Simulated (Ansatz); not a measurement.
# wB97X/def2-SVP run of C2H8Si (dimethylsilane)

What is the electronic atomisation energy of C2H8Si (dimethylsilane) at wB97X/def2-SVP? 

The results are computed with Ansatz 0.2.0.

50 further runs of the same task are left out: 50 set aside as unsound or not needed.

### Step 1. The molecule

C2H8Si: 11 atoms, total charge 0, spin state singlet. SMILES: `C[SiH2]C`. The shape is that of a PBE0-D4/def2-TZVP optimisation.

Bond lengths: C1–Si2 1.872 Å, Si2–C3 1.872 Å, C1–H4 1.092 Å, C1–H5 1.093 Å, C1–H6 1.093 Å, Si2–H7 1.491 Å, Si2–H8 1.491 Å, C3–H9 1.093 Å, C3–H10 1.092 Å, C3–H11 1.093 Å. Some angles: C1–Si2–C3 111.5°, C1–Si2–H7 109.5°, C1–Si2–H8 109.5°, C3–Si2–H7 109.5°, C3–Si2–H8 109.5°, Si2–C1–H4 111.0°, Si2–C1–H5 110.9°, Si2–C1–H6 110.9°, Si2–C3–H9 110.9°, Si2–C3–H10 111.0°.

### Step 2. The energy at wB97X/def2-SVP

The input, molecule.yaml:

```yaml
crystal:
  periodic: [false, false, false]
  atoms:
    - {symbol: C, position_ang: [-1.050200, 0.967200, -0.661200]}
    - {symbol: Si, position_ang: [-0.309200, -0.653200, -0.087600]}
    - {symbol: C, position_ang: [1.346600, -0.392300, 0.745700]}
    - {symbol: H, position_ang: [-2.015800, 0.806900, -1.146100]}
    - {symbol: H, position_ang: [-0.391700, 1.464600, -1.377800]}
    - {symbol: H, position_ang: [-1.204900, 1.644900, 0.182100]}
    - {symbol: H, position_ang: [-0.139900, -1.564200, -1.256100]}
    - {symbol: H, position_ang: [-1.245100, -1.319300, 0.863300]}
    - {symbol: H, position_ang: [2.058200, 0.075200, 0.060400]}
    - {symbol: H, position_ang: [1.772600, -1.342000, 1.077400]}
    - {symbol: H, position_ang: [1.244800, 0.255200, 1.620300]}
basis:
  gaussian:
    orbitals: def2-SVP
hamiltonian:
  xc: {name: wB97X}
accuracy: high
output: {orbitals: {seedname: orbitals}}
```

The run is started by

```console
ansatz run molecule.yaml --threads 1 --pin off --max-ram 3480MiB --events-out events.jsonl --progress --plain --runs-dir runs
```

The log of the run:

```text
Warning: RAYON_NUM_THREADS=1 ignored (pool sized by the plan → 1); use --threads N
Functional definition: wB97X
  name "wB97X"
  parameter omega = 0.3/bohr
  parameter cx = 0.157706
  parameter cx1 = 0.726479
  parameter cx2 = 1.04760
  parameter cx3 = -5.70635
  parameter cx4 = 13.2794
  parameter css1 = -4.33879
  parameter css2 = 18.2308
  parameter css3 = -31.7430
  parameter css4 = 17.2901
  parameter cos1 = 2.37031
  parameter cos2 = -11.3995
  parameter cos3 = 6.58405
  parameter cos4 = -3.78132
  exchange = spin_sum(e_x_unif_sr(omega)*poly(b97_u_x, 1 - cx, cx1, cx2, cx3, cx4)) + cx*exact_x_sr(omega)
      + exact_x_lr(omega)
  correlation = spin_sum(e_c_pw_same_spin*poly(b97_u_same, 1, css1, css2, css3, css4))
      + integral(e_c_pw_opposite_spin*poly(b97_u_opposite, 1, cos1, cos2, cos3, cos4))
2062 factors; integrals over basis functions are off by at most 3.6e-9 eV
380 factors; integrals over basis functions are off by at most 1.7e-9 eV
mean field evaluation 1: about -10074.6497 eV, gradient 3.6e1 eV
mean field evaluation 2: about -10076.3009 eV, gradient 2.5e1 eV
mean field evaluation 4: about -10077.7534 eV, gradient 2.4e-1 eV
mean field evaluation 8: about -10077.8714 eV, gradient 3.8e-3 eV
mean field evaluation 16: about -10077.8714 eV, gradient 2.0e-7 eV
mean field -10077.87137066 eV, -370.3549418452 hartree, gradient 3.6e-8 eV, S^2 0.000000; 0 other end points of the search recorded, 0 dependent functions left out
reference -10077.87136755 eV, -370.3549417308 hartree; 17, 17 occupied and 69, 69 virtual orbitals, 2062 factors
Total energy: -10077.87136755 eV, -370.3549417308 hartree
```

It took 25 s on 1 thread of Arm Neoverse V2, shared host; peak memory 0.49 GiB.

### Step 3. The C atom

The input, input.yaml:

```yaml
crystal:
  periodic: [false, false, false]
  atoms:
    - {symbol: C, position_ang: [0.000000, 0.000000, 0.000000]}
basis:
  gaussian:
    orbitals: def2-SVP
magnetization:
  spin_polarized: true
  initial_magnetization: 2
hamiltonian:
  xc: {name: wB97X}
accuracy: high
```

Run the same way, it converges to -37.80174 Eh (log not shown).

### Step 4. The H atom, same level

The input, in.yaml:

```yaml
crystal:
  periodic: [false, false, false]
  atoms:
    - {symbol: H, position_ang: [0.000000, 0.000000, 0.000000]}
basis:
  gaussian:
    orbitals: def2-SVP
magnetization:
  spin_polarized: true
  initial_magnetization: 1
hamiltonian:
  xc: {name: wB97X}
accuracy: high
```

Run the same way, it converges to -0.50060 Eh (log not shown).

### Step 5. The Si atom, same level

The input, run.yaml:

```yaml
crystal:
  periodic: [false, false, false]
  atoms:
    - symbol: Si
      position_ang: [0.000000, 0.000000, 0.000000]
basis:
  gaussian: {orbitals: def2-SVP}
magnetization: {spin_polarized: true, initial_magnetization: 2}
hamiltonian: {xc: {name: wB97X}}
accuracy: high
```

The run is started by

```console
ansatz run run.yaml --threads 1 --pin off --max-ram 3480MiB --events-out events.jsonl --progress --plain --runs-dir runs
```

The log of the run, shortened:

```text
Warning: RAYON_NUM_THREADS=1 ignored (pool sized by the plan → 1); use --threads N
[... 2 set-up lines as earlier in the session ...]
[...]
      + exact_x_lr(omega)
[...]
      + integral(e_c_pw_opposite_spin*poly(b97_u_opposite, 1, cos1, cos2, cos3, cos4))
134 factors; integrals over basis functions are off by at most 2.5e-9 eV
71 factors; integrals over basis functions are off by at most 1.1e-9 eV
[...]
mean field -7871.21402733 eV, -289.2617802039 hartree, gradient 7.5e-9 eV, S^2 2.004204; 0 other end points of the search recorded, 0 dependent functions left out
reference -7871.21402627 eV, -289.2617801647 hartree; 8, 6 occupied and 10, 12 virtual orbitals, 134 factors
Total energy: -7871.21402627 eV, -289.2617801647 hartree
```

Wall time 2.7 s (1 thread of Arm Neoverse V2, shared host); peak memory 0.18 GiB.

### Step 6. Results

At wB97X/def2-SVP:

```
                     quantity          value
       molecule: total energy  -370.35494 Eh
        molecule: HOMO energy      -11.24 eV
        molecule: LUMO energy        3.65 eV
      molecule: HOMO–LUMO gap       14.90 eV
         C atom: total energy   -37.80174 Eh
                 C atom: ⟨S²⟩          2.005
         H atom: total energy    -0.50060 Eh
                 H atom: ⟨S²⟩          0.750
        Si atom: total energy  -289.26178 Eh
                Si atom: ⟨S²⟩          2.004
electronic atomisation energy      40.405 eV
```

Taking the molecule apart into free atoms costs 40.40 eV (932 kcal/mol), before zero-point energy and without spin-orbit coupling.
